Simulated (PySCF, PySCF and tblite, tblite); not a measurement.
# C₇H₉BN−: a path driven as rotation about a bond, and NMR exchange, part 2 of 2

PySCF and tblite. Atoms count from 0. Earlier steps stand in the parts before.

## 7. Shieldings, saddle of leg 1: BP86/pcSseg-1

Job settings and geometry (Å):

```
{"job": {"kind": "nmr", "xc": "BP86", "basis": "pcSseg-1", "pop": false}, "charge": -1, "multiplicity": 1}
B      2.857139    -0.504641    -0.180361
C      2.230780     0.696844     0.464837
C      0.867050     0.888719     0.342239
C      0.075450    -0.014897    -0.363722
C     -1.402651     0.180426    -0.513385
C     -2.230265     0.861199     0.533562
C     -2.369194    -0.616250     0.323059
N      0.555881    -1.098279    -0.980894
C      1.858099    -1.355467    -0.910902
H      4.028894    -0.759284    -0.128776
H      2.776786     1.459474     1.033904
H      0.382488     1.762215     0.785495
H     -1.720621     0.340421    -1.542897
H     -3.043342     1.506321     0.221621
H     -1.741995     1.193288     1.438006
H     -1.955719    -1.272552     1.074497
H     -3.276830    -0.992228    -0.132243
H      2.108049    -2.275308    -1.464042
```

The program printed:

```text
coarse grid: 15336 points
cycle   1  E = -351.4698861857  dE =  1.149e+00  |g| = 7.552e-01  |ddm| = 4.070e+00
cycle   2  E = -351.2183100410  dE =  2.516e-01  |g| = 1.208e+00  |ddm| = 3.384e+00
cycle   3  E = -351.6491317431  dE = -4.308e-01  |g| = 1.848e-01  |ddm| = 2.473e+00
cycle   4  E = -351.6551378896  dE = -6.006e-03  |g| = 1.066e-01  |ddm| = 2.915e-01
cycle   5  E = -351.6579839077  dE = -2.846e-03  |g| = 3.383e-02  |ddm| = 1.529e-01
cycle   6  E = -351.6582719592  dE = -2.881e-04  |g| = 1.361e-02  |ddm| = 4.751e-02
cycle   7  E = -351.6583157742  dE = -4.381e-05  |g| = 2.955e-03  |ddm| = 1.555e-02
cycle   8  E = -351.6583179382  dE = -2.164e-06  |g| = 8.250e-04  |ddm| = 3.341e-03
final grid: 149008 points
cycle   9  E = -351.7271725814  dE = -6.661e-05  |g| = 6.163e-03  |ddm| = 5.786e-02
cycle  10  E = -351.7271555098  dE =  1.707e-05  |g| = 1.032e-02  |ddm| = 1.665e-02
cycle  11  E = -351.7271814183  dE = -2.591e-05  |g| = 1.582e-03  |ddm| = 1.051e-02
cycle  12  E = -351.7271820604  dE = -6.421e-07  |g| = 4.304e-04  |ddm| = 1.939e-03
cycle  13  E = -351.7271821483  dE = -8.794e-08  |g| = 2.610e-04  |ddm| = 6.191e-04
cycle  14  E = -351.7271821117  dE =  3.669e-08  |g| = 5.020e-05  |ddm| = 3.165e-04
cycle  15  E = -351.7271821123  dE = -6.225e-10  |g| = 1.928e-05  |ddm| = 8.560e-05
converged SCF energy = -351.7271821123

GIAO shielding tensors (ppm)
atom      isotropic    diamagn.    paramagn.     s11        s22        s33       span
  0 B       77.168     195.662    -118.494     22.402     72.206    136.895    114.493
  1 C       44.138     250.769    -206.631    -91.119     48.765    174.768    265.887
  2 C       58.288     255.285    -196.997    -49.023     70.812    153.075    202.098
  3 C       39.700     251.398    -211.698    -48.909     39.211    128.798    177.706
  4 C      156.951     245.795     -88.844    117.808    148.410    204.635     86.827
  5 C      176.958     254.290     -77.332    151.902    171.238    207.734     55.833
  6 C      173.093     253.093     -80.000    143.814    167.255    208.211     64.397
  7 N     -101.790     333.789    -435.579   -402.781   -173.769    271.180    673.962
  8 C       16.416     250.520    -234.104   -118.680     39.141    128.787    247.467
  9 H       26.876      31.182      -4.306     25.064     26.652     28.913      3.849
 10 H       24.528      30.714      -6.186     22.166     23.218     28.200      6.034
 11 H       24.880      35.055     -10.175     20.701     22.252     31.687     10.985
 12 H       29.456      31.214      -1.758     23.840     27.382     37.146     13.306
 13 H       31.534      30.808       0.726     25.688     28.120     40.794     15.106
 14 H       31.050      33.637      -2.588     25.406     28.834     38.909     13.503
 15 H       31.768      32.553      -0.785     26.919     29.705     38.681     11.761
 16 H       31.459      31.069       0.390     26.299     27.258     40.820     14.520
 17 H       22.728      30.253      -7.524     19.951     21.355     26.878      6.927
```

Wall time 36 s (1 thread of Arm Neoverse V2, shared host); peak memory 0.71 GiB.

In short: HOMO -0.10 eV, LUMO 3.68 eV.

## 8. Shieldings, end: BP86/pcSseg-1

Job settings and geometry (Å):

```
{"job": {"kind": "nmr", "xc": "BP86", "basis": "pcSseg-1", "pop": false}, "charge": -1, "multiplicity": 1}
B      2.878976    -0.401362    -0.305852
C      2.132382     0.317732     0.780453
C      0.754238     0.384227     0.715371
C      0.054166    -0.203755    -0.338259
C     -1.430702    -0.153008    -0.439565
C     -2.234905     1.043261    -0.005329
C     -2.329423    -0.239226     0.765270
N      0.642685    -0.861019    -1.343048
C      1.967389    -0.970093    -1.355101
H      4.073164    -0.512797    -0.337989
H      2.599812     0.807385     1.643780
H      0.186077     0.901589     1.492420
H     -1.783510    -0.662909    -1.330895
H     -3.086648     1.349773    -0.600165
H     -1.707956     1.869475     0.449758
H     -1.865363    -0.279393     1.740223
H     -3.246086    -0.812379     0.699258
H      2.308382    -1.534687    -2.237850
```

The program printed:

```text
coarse grid: 15336 points
cycle   1  E = -351.4704777571  dE =  1.152e+00  |g| = 7.541e-01  |ddm| = 4.063e+00
cycle   2  E = -351.2209634327  dE =  2.495e-01  |g| = 1.205e+00  |ddm| = 3.467e+00
cycle   3  E = -351.6495699600  dE = -4.286e-01  |g| = 1.877e-01  |ddm| = 2.488e+00
cycle   4  E = -351.6559813603  dE = -6.411e-03  |g| = 1.027e-01  |ddm| = 2.864e-01
cycle   5  E = -351.6585974108  dE = -2.616e-03  |g| = 3.329e-02  |ddm| = 1.496e-01
cycle   6  E = -351.6588752646  dE = -2.779e-04  |g| = 1.417e-02  |ddm| = 4.872e-02
cycle   7  E = -351.6589260221  dE = -5.076e-05  |g| = 3.608e-03  |ddm| = 1.695e-02
cycle   8  E = -351.6589294254  dE = -3.403e-06  |g| = 1.065e-03  |ddm| = 4.518e-03
final grid: 149008 points
cycle   9  E = -351.7286410895  dE = -7.297e-05  |g| = 6.501e-03  |ddm| = 5.631e-02
cycle  10  E = -351.7286128094  dE =  2.828e-05  |g| = 1.171e-02  |ddm| = 1.909e-02
cycle  11  E = -351.7286489646  dE = -3.616e-05  |g| = 3.151e-03  |ddm| = 1.402e-02
cycle  12  E = -351.7286521710  dE = -3.206e-06  |g| = 4.534e-04  |ddm| = 4.361e-03
cycle  13  E = -351.7286522065  dE = -3.554e-08  |g| = 2.471e-04  |ddm| = 7.106e-04
cycle  14  E = -351.7286522201  dE = -1.357e-08  |g| = 5.788e-05  |ddm| = 2.756e-04
cycle  15  E = -351.7286522208  dE = -6.985e-10  |g| = 1.805e-05  |ddm| = 8.223e-05
converged SCF energy = -351.7286522208

GIAO shielding tensors (ppm)
atom      isotropic    diamagn.    paramagn.     s11        s22        s33       span
  0 B       76.824     195.467    -118.644     21.075     72.808    136.588    115.513
  1 C       44.038     249.882    -205.845    -92.696     47.016    177.794    270.491
  2 C       66.921     258.004    -191.083    -43.586     75.879    168.470    212.056
  3 C       39.835     249.424    -209.589    -47.105     35.311    131.298    178.402
  4 C      156.603     245.743     -89.140    126.480    128.598    214.731     88.251
  5 C      171.018     253.823     -82.805    138.324    167.147    207.582     69.258
  6 C      170.866     253.802     -82.936    137.844    167.152    207.602     69.758
  7 N      -98.740     333.197    -431.937   -367.225   -173.913    244.917    612.142
  8 C       17.754     250.814    -233.060   -114.900     40.798    127.364    242.263
  9 H       26.854      31.101      -4.247     24.974     26.697     28.893      3.919
 10 H       24.501      30.706      -6.205     21.993     23.194     28.316      6.323
 11 H       25.388      35.682     -10.294     21.149     22.040     32.976     11.827
 12 H       29.606      32.373      -2.767     23.235     27.776     37.808     14.573
 13 H       31.304      31.048       0.256     25.270     27.800     40.844     15.574
 14 H       31.569      33.013      -1.445     25.679     30.333     38.694     13.015
 15 H       31.587      33.003      -1.416     25.703     30.365     38.692     12.989
 16 H       31.302      31.061       0.241     25.277     27.787     40.841     15.564
 17 H       22.900      30.004      -7.105     20.262     21.484     26.953      6.691
```

It took 36 s on 1 thread of Arm Neoverse V2, shared host; peak memory 0.71 GiB.

This run: HOMO -0.03 eV, LUMO 3.78 eV.

## 9. Barriers, rates and exchange

Job settings and geometry (Å):

```
{"job": {"smiles": "[bH-]1ccc(C2CC2)nc1", "charge": -1, "mult": 1, "motion": "rotation", "what": "aryl alkyl", "atoms": [3, 4], "drives": [{"terms": [["t", [2, 3, 4, 5], 0.16666666666666666], ["t", [2, 3, 4, 6], 0.16666666666666666], ["t", [2, 3, 4, 12], 0.16666666666666666], ["t", [7, 3, 4, 5], 0.16666666666666666], ["t", [7, 3, 4, 6], 0.16666666666666666], ["t", [7, 3, 4, 12], 0.16666666666666666]], "by": 180, "n": 12}], "study": "path", "level": {"kind": "nmr", "xc": "BP86", "basis": "pcSseg-1"}, "fields": [80, 270, 400], "first": 1, "seed": 6, "kind": "path"}, "charge": -1, "multiplicity": 1}
B      2.816554    -0.494712    -0.080456
C      2.380491     0.910123    -0.381565
C      1.032099     1.209510    -0.357659
C      0.082118     0.232582    -0.059583
C     -1.365472     0.583123    -0.040677
C     -2.291260    -0.074121     0.946830
C     -2.391521    -0.413548    -0.507870
N      0.386808    -1.037934     0.218465
C      1.662705    -1.409380     0.215963
H      3.961453    -0.854244    -0.075574
H      3.056970     1.738460    -0.624487
H      0.672178     2.220840    -0.572021
H     -1.569472     1.626406    -0.270014
H     -3.084049     0.508745     1.400764
H     -1.850576    -0.815867     1.594670
H     -2.016145    -1.377674    -0.814076
H     -3.253813    -0.066416    -1.064835
H      1.762172    -2.479577     0.460470
```

The program printed:

```text
stationary points (kcal/mol above the start)
  n  kind          group   xTB      DFT    lowest mode
  0  minimum      Cs       0.00     0.00      40.4
  1  saddle       C1       2.39     3.63     -34.1
  2  minimum      Cs       0.30     2.64      74.2

GFN2-xTB energies: T/K, barrier G, reaction G (kcal/mol), k forward, k back (1/s)
 150.00     2.57     0.52   1.11e+09   6.27e+09
 200.00     2.69     0.54   9.57e+09   3.74e+10
 250.00     2.82     0.57   3.57e+10   1.12e+11
 298.15     2.95     0.59   8.48e+10   2.29e+11
 350.00     3.11     0.61   1.67e+11   4.01e+11
 400.00     3.27     0.63   2.74e+11   6.03e+11
 500.00     3.60     0.66   5.57e+11   1.08e+12

BP86/pcSseg-1 + D3(BJ) energies: T/K, barrier G, reaction G (kcal/mol), k forward, k back (1/s)
 150.00     3.81     2.85   1.73e+07   2.48e+11
 200.00     3.93     2.88   4.22e+08   5.91e+11
 250.00     4.06     2.90   2.94e+09   1.02e+12
 298.15     4.19     2.92   1.05e+10   1.46e+12
 350.00     4.35     2.95   2.81e+10   1.94e+12
 400.00     4.51     2.96   5.75e+10    2.4e+12
 500.00     4.84     3.00    1.6e+11   3.26e+12
```

Run time: 2 min. Hardware: 1 thread of Arm Neoverse V2, shared host; peak memory 0.71 GiB. This counts the whole study up to here.

Barriers by level (kcal/mol; entropies in cal/(mol K)). Zero-point and thermal terms come from xTB in every row. ΔG‡ leaves symmetry out; the rate counts equivalent paths (a factor of 2); effective ΔG‡, where given, is the barrier that would give that rate by Eyring's equation alone:

```csv
level,ΔE‡,with zero-point,ΔH‡,ΔS‡,ΔG‡ (298 K),ΔE of reaction,k at 298 K (1/s),effective ΔG‡
GFN2-xTB,2.39,2.36,1.82,-3.8,2.95,0.30,8.5e+10,2.54
BP86/pcSseg-1 + D3(BJ),3.63,3.60,3.06,-3.8,4.19,2.64,1e+10,3.78
```

Sites that the driver pairs across this motion, and where their lines would merge (no couplings; faster rotations or exchange between molecules can average them sooner):

| nucleus | sites: shielding (ppm) | proton frequency (MHz) | spread (Hz) | coalescence (K) | lines at 298 K |
| --- | --- | --- | --- | --- | --- |
| $^{13}$C | C2: 54.8; C2 (end): 66.9 | 400 | 1215 | not given | – |
| $^{15}$N | N7: -73.0; N7 (end): -98.7 | 400 | 1045 | not given | – |
| $^{1}$H | H12: 30.34; H12 (end): 29.61 | 400 | 292 | not given | – |
| $^{1}$H | H14, H15: 30.88; H14, H15 (end): 31.58 | 400 | 281 | not given | – |
| $^{13}$C | C4: 159.3; C4 (end): 156.6 | 400 | 274 | not given | – |
| $^{1}$H | H11: 24.70; H11 (end): 25.39 | 400 | 274 | not given | – |
| $^{13}$C | C3: 42.0; C3 (end): 39.8 | 400 | 219 | not given | – |
| $^{13}$C | C5, C6: 172.7; C5, C6 (end): 170.9 | 400 | 176 | not given | – |

A dash: the driver gave no coalescence for this row (it judged the minor form too scarce).

Rows that set an atom against itself at the end compare its shielding in the two forms.

## 10. Outcome

The summary covers parts 1 to 2.

```
                        quantity                             value
barrier (BP86/pcSseg-1 + D3(BJ))  ΔE‡ 3.6, ΔG‡(298 K) 4.2 kcal/mol
              barrier (GFN2-xTB)                  ΔE‡ 2.4 kcal/mol
                   rate at 298 K                         1e+10 s⁻¹
                 end of the path       2.6 kcal/mol from the start
```

**Reading.** The barrier is 3.6 kcal/mol at the DFT level (xTB: 2.4); with thermal terms and the count of paths the DFT value gives a rate of 1e+10 s⁻¹ at 298 K. An error of 1.4 kcal/mol changes that rate tenfold.
